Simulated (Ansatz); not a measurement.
**AlBClH3OS: small, medium and large basis sets**

The task here is to estimate one member of a computed series from the others.

Computed with Ansatz 0.2.0, Gaussian basis. Level: one geometry, several basis sets.

The runs, in order: PBE0-D4/def2-SVP; ωB97M-V/def2-SVP; PBE0-D4/def2-QZVPP; ωB97M-V/def2-QZVPP; the functionals' def2-TZVPP values are taken from earlier runs.

## The relaxed structure

An earlier PBE0-D4 in a triple-zeta def2 set relaxation fixed the geometry.

SMILES `SB[O][AlH][Cl]`, 8 atoms, charge 0, spin multiplicity 1.

Atoms are counted from 1 here; the program's logs count them from 0.

Bond lengths: S1–B2 1.812 Å, S1–H6 1.341 Å, B2–O3 1.338 Å, B2–H7 1.198 Å, O3–Al4 1.672 Å, Al4–Cl5 2.084 Å, Al4–H8 1.562 Å. Angles: B2–S1–H6 96.0°, S1–B2–O3 119.0°, S1–B2–H7 119.6°, O3–B2–H7 121.4°, B2–O3–Al4 173.9°, O3–Al4–Cl5 117.9°, O3–Al4–H8 120.3°, Cl5–Al4–H8 121.8°.

Set-up of the first run:

Input file in.yaml:

```yaml
crystal:
  periodic: [false, false, false]
  atoms:
    - {symbol: S, position_ang: [-2.301855, 0.440714, 0.214907]}
    - {symbol: B, position_ang: [-0.565582, 0.561951, 0.717554]}
    - {symbol: O, position_ang: [0.346543, -0.186032, 0.086383]}
    - {symbol: Al, position_ang: [1.470292, -1.008707, -0.839649]}
    - {symbol: Cl, position_ang: [2.252041, -0.042398, -2.511977]}
    - {symbol: H, position_ang: [-2.769084, 1.326697, 1.106471]}
    - {symbol: H, position_ang: [-0.258236, 1.301058, 1.609051]}
    - {symbol: H, position_ang: [1.917979, -2.450385, -0.438540]}
basis:
  gaussian: {orbitals: def2-SVP}
hamiltonian: {xc: pbe0, dispersion: d4}
output: {orbitals: {seedname: orbitals}}
```

Run with:

```sh
ansatz run in.yaml --threads 2 --pin off --events-out ev --progress --plain --max-ram 4352MiB
```

Among the steps run: PBE0-D4 in def2-SVP; ωB97M-V in def2-SVP; PBE0-D4 in def2-QZVPP; ωB97M-V in def2-QZVPP.

One table of the session follows, with a row left open; its other results are not shown here.

It belongs to the step «Density functionals: the series». 

| functional | basis | HOMO (eV) |
| --- | --- | --- |
| PBE0-D4 | def2-SVP | -7.68 |
| PBE0-D4 | def2-TZVPP | -7.81 |
| PBE0-D4 | def2-QZVPP | -7.84 |
| ωB97M-V | def2-SVP | ? |
| ωB97M-V | def2-TZVPP | -9.99 |
| ωB97M-V | def2-QZVPP | -10.02 |

Q: Estimate the row for ωB97M-V, def2-SVP from the others.

**Answer.** HOMO (eV): -9.81. In the column «HOMO (eV)» it lies between ωB97M-V, def2-TZVPP (-9.99) and PBE0-D4, def2-QZVPP (-7.84).
